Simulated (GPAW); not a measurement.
VGe3:

```
Ge V
1.0
     4.76800    0.00000    0.00000
     0.00000    4.76800    0.00000
     0.00000    0.00000    4.76800
Ge V
6 2
Cartesian
  0.0000 2.3840 1.1920
  0.0000 2.3840 3.5760
  2.3840 1.1920 0.0000
  3.5760 0.0000 2.3840
  2.3840 3.5760 0.0000
  1.1920 0.0000 2.3840
  2.3840 2.3840 2.3840
  0.0000 0.0000 0.0000
```

Base run:

| Item | Value |
| --- | --- |
| Program | GPAW 26.7.0 |
| Functional | PBEsol |
| Potentials or basis | PAW data sets generated in the run's folder for this functional |
| Cutoff | 600 eV |
| Basis | pw |
| k mesh | 5 × 5 × 5 |
| Occupations | fermi-dirac, width 0.05 eV |
| Spin | collinear spin, ferromagnetic start |
| Starting moments | [0.0, 0.0, 0.0, 0.0, 0.0, 0.0, 2.0, 2.0] μB |
| Hubbard terms | V d U = 6 eV |

Its results: pressure 39.4 GPa; net moment 5.04 μB per cell; site moments Ge -0.02; V +2.39 μB.

Problem. The run is repeated on the same cell with these changes: hubbard terms from V d U = 6 eV to V d U = 3 eV. What comes out?

Solution. Pressure 28.5 GPa; net moment 3.61 μB per cell; site moments Ge -0.04; V +1.77 μB.

Caveats: a pressure of tens of GPa on the cell as given is suspect, and the run, the potentials or the cell itself is likely at fault; the U is typed as a test and isn't derived for this compound.
